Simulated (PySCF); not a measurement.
# The bond of KCl, level by level

What are the lowest state that PBE0 finds, the bond length, vibrational wavenumber and bond energy of KCl, and how much do these hang on the method?

Program: PySCF 2.14.0. Level of theory: K jorge-DZP-DKH, Cl jorge-DZP-DKH, spin-free X2C with a Gaussian nucleus. These are calculated values, not measurements.

### 1 The job

A driver script around PySCF takes these settings:

```json
{
  "atoms": "K, Cl",
  "charge": "0",
  "basis": "K jorge-DZP-DKH, Cl jorge-DZP-DKH",
  "Hamiltonian": "spin-free X2C with a Gaussian nucleus",
  "basis functions": "55",
  "electrons treated": "36",
  "masses in u": "38.9637, 34.9689",
  "levels": "PBE0, PBE, r²SCAN, LDA, TPSS, BHandHLYP, CAM-B3LYP, HF, MP2, SCS-MP2, CCSD, CCSD(T)",
  "grid": "80 radial by 434 angular points",
  "occupations": "held fixed by the projection of orbital angular momentum",
  "dissociation limit": "K + Cl, each in its ground configuration",
  "starting distance in angstrom": "2.915",
  "values of 2S to try": "0, 2"
}
```

Command:

```bash
$ OMP_NUM_THREADS=1 python dia.py task.json out
```

The runs that follow: PBE0 along the bond; Other states along the same grid; PBE (GGA); r²SCAN (meta-GGA); LDA; TPSS; BHandHLYP; CAM-B3LYP (range-separated hybrid); RHF; Adding correlation.

What does the calculation give? Wanted: for each run, Re; ωe; De; μ.

The runs gave:

Lowest PBE0 solution found, without spin–orbit coupling: ¹Σ⁺ (singlet), closed shell. The other levels ran on it alone.

| level | Re (Å) | ωe (cm⁻¹) | De (eV) | μ (D) |
| --- | --- | --- | --- | --- |
| RHF | 2.816 | 257.9 | 3.07 | -12.03 |
| RHF-MP2 | 2.814 | 256.6 | 3.88 | n/a |
| RHF-SCS-MP2 | 2.816 | 256.3 | 3.80 | n/a |
| RHF-CCSD | 2.815 | 256.3 | 3.73 | n/a |
| RHF-CCSD(T) | 2.816 | 255.8 | 3.75 | n/a |
| LDA | 2.737 | 272.5 | 4.35 | -10.75 |
| PBE | 2.785 | 257.9 | 4.00 | -10.89 |
| TPSS | 2.787 | 257.1 | 4.11 | -11.14 |
| r²SCAN | 2.785 | 262.6 | 4.16 | -11.46 |
| PBE0 | 2.774 | 263.1 | 3.99 | -11.33 |
| BHandHLYP | 2.777 | 266.3 | 3.87 | -11.50 |
| CAM-B3LYP | 2.771 | 267.1 | 4.00 | -11.34 |

De is counted to K + Cl in their ground configurations. A positive dipole means K(−)Cl(+).

Differences from CCSD(T) in the same basis:

| level | Re (mÅ) | ωe (%) |
| --- | --- | --- |
| RHF | -1 | +0.8 |
| RHF-MP2 | -2 | +0.3 |
| RHF-SCS-MP2 | 0 | +0.2 |
| RHF-CCSD | -1 | +0.2 |
| LDA | -80 | +6.5 |
| PBE | -32 | +0.8 |
| TPSS | -29 | +0.5 |
| r²SCAN | -31 | +2.7 |
| PBE0 | -43 | +2.9 |
| BHandHLYP | -40 | +4.1 |
| CAM-B3LYP | -46 | +4.4 |

In words: Against CCSD(T) in the same basis, the bond length is nearest at RHF-SCS-MP2 (0 mÅ) and farthest at LDA (-80 mÅ); the wavenumber is nearest at RHF-SCS-MP2 and RHF-CCSD (+0.2 %) and farthest at LDA (+6.5 %). CCSD(T) in a basis this small is itself some way from its limit, more so than the functionals. Among the levels with a De in the table, it runs from 3.07 eV (RHF) to 4.35 eV (LDA).

Correlated steps freeze 10 core orbitals.
